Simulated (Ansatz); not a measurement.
# BaMn2Bi2: the cost of one run

Program: Ansatz 0.2.0. Level of theory: DFT PBE, scalar-relativistic, plane waves, PAW. These are calculated values, not measurements.

**1. The structure to begin with**

It takes space group I4/mmm (No. 139, tetragonal). The conventional cell has a = 4.604 Å, b = 4.604 Å, c = 13.808 Å, α = 90.00°, β = 90.00°, γ = 90.00°. Ba (site symmetry 4/mmm) has 8 Bi at 3.72 Å and 8 Mn at 4.15 Å as nearest neighbours. Mn (site symmetry -4m2) is surrounded by 4 Bi at 2.83 Å. Around Bi (site symmetry 4mm) lie 4 Mn at 2.83 Å.

As a file:

```
Ba Mn Bi
1.0
    -2.30212    2.30212    6.90424
     2.30212   -2.30212    6.90424
     2.30212    2.30212   -6.90424
Ba Mn Bi
1 2 2
Direct
  0.00000 0.00000 0.00000
  0.25000 0.75000 0.50000
  0.75000 0.25000 0.50000
  0.36906 0.36906 0.00000
  0.63094 0.63094 0.00000
```

This cell comes from an earlier session at PBE: 29.273 Å³/atom at 0.00 GPa, on a 6×6×6 mesh.

**2. Antiferromagnetic, in the cell as typed**

input.yaml

```yaml
crystal:
  lattice:
    - [-2.3021153428, 2.3021153428, 6.9042375849]
    - [2.3021153428, -2.3021153428, 6.9042375849]
    - [2.3021153428, 2.3021153428, -6.9042375849]
  atoms:
    - { symbol: Ba, position: [0.0, 0.0, 0.0] }
    - { symbol: Mn, position: [0.25, 0.75, 0.5], spin: 3.5 }
    - { symbol: Mn, position: [0.75, 0.25, 0.5], spin: -3.5 }
    - { symbol: Bi, position: [0.3690602182, 0.3690602182, 0.0] }
    - { symbol: Bi, position: [0.6309397818, 0.6309397818, 0.0] }
basis:
  ecutwfc: 300
  ecutrho_ratio: 4
kpoints:
  mp_grid: { grid: [6, 6, 6] }
hamiltonian:
  xc: pbe
scf:
  occupations: { method: gaussian, width: 0.05 }
  lower_state_search: "off"
output:
  forces: true
  stress: true
  eigenvalues: true
  populations: true
magnetization:
  spin_polarized: true
```

The run is started by

```sh
$ ansatz run input.yaml --threads 1 --pin off --max-ram 2560MiB --backend cpu --events-out ev --progress --plain --runs-dir out
```

Q: Estimate wall time and peak memory on 1 thread of Arm Neoverse V2, shared host.

About 40 s, with a peak of 0.46 GiB.
